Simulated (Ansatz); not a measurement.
**CH₃Ga+ (quartet): from Hartree-Fock to the top rungs, cc-pVTZ**

The task here is to estimate one member of a computed series from the others.

Method: cc-pVTZ, core rule «outside noble gas», up to 15 orbitals frozen; program: Ansatz 0.2.0, Gaussian basis.

To be run: UHF; CCSD(T) on ROHF; CCSD(T) on UHF; BCCD(T) on ROHF; CCSDT(Q) on ROHF; CCSDT(Q) on UHF; CASSCF and NEVPT2, 9 electrons in 11 orbitals.

7 further runs of the same task are left out: 1 for a known fault of the program, 6 set aside as unsound or not needed.

## What is computed

The geometry is a PBE0/def2-TZVP stationary point (not a proven minimum) of the parent state, kept for this charge and spin. No spin-orbit coupling is included. The filled d shell of Ga may be among the frozen orbitals whatever the setting's name suggests; the logs give the count.

5 atoms, charge 1, spin multiplicity 4.

Atoms are counted from 1 here; the program's logs count them from 0.

Bond lengths: C1–Ga2 1.914 Å, C1–H3 1.085 Å, Ga2–H4 1.568 Å, Ga2–H5 1.562 Å. Angles: Ga2–C1–H3 154.1°, C1–Ga2–H4 118.8°, C1–Ga2–H5 118.2°, H4–Ga2–H5 123.0°.

Set-up of the first run:

The input, in.yaml:

```yaml
crystal:
  periodic: [false, false, false]
  atoms:
    - {symbol: C, position_ang: [0.000000, -0.088918, 1.623428]}
    - {symbol: Ga, position_ang: [0.000000, 0.009148, -0.287682]}
    - {symbol: H, position_ang: [0.000000, 0.334283, 2.622499]}
    - {symbol: H, position_ang: [0.000000, 1.420032, -0.970828]}
    - {symbol: H, position_ang: [0.000000, -1.327540, -1.096565]}
basis:
  gaussian: {orbitals: cc-pVTZ}
total_charge: 1
magnetization: {spin_polarized: true, initial_magnetization: 3}
hamiltonian: {xc: hf}
output: {orbitals: {seedname: orbitals}}
```

Launch:

```
> ansatz run in.yaml --threads 1 --pin off --events-out ev --progress --plain --max-ram 2816MiB --backend cpu
```

Among the steps run: UHF; CCSD(T) on ROHF; CCSD(T) on UHF; BCCD(T) on ROHF; CCSDT(Q) on ROHF; CCSDT(Q) on UHF; CASSCF and NEVPT2, 9 electrons in 11 orbitals.

One of the session's tables, all rows but one given; the rest of the session is left out.

| method | from UCCSDT(Q) (kJ/mol) |
| --- | --- |
| UHF | +530.7 |
| RMP2 | ? |
| UMP2 | +109.9 |
| RCCSD | +22.9 |
| UCCSD | +21.3 |
| RCCSD(T) | +4.6 |
| UCCSD(T) | +4.1 |
| BCCD(T) | +4.8 |
| RCCSDT | +1.6 |
| UCCSDT | +0.8 |
| RCCSDT(Q) | +0.8 |
| UCCSDT(Q) | 0 |
| CASSCF valence | +321.1 |
| NEVPT2 valence | +71.4 |

**Question.** Estimate the row for RMP2.

As computed: from UCCSDT(Q) (kJ/mol): +105.3. In the column «from UCCSDT(Q) (kJ/mol)» it lies between NEVPT2 valence (+71.4) and UMP2 (+109.9).

Left out of the table: ROHF (another determinant or state than the rows shown).

To keep in mind: Restricted and unrestricted rows rest on different reference determinants; where their highest levels disagree by more than a few hundredths of an eV, they describe different states and don't form one ladder.
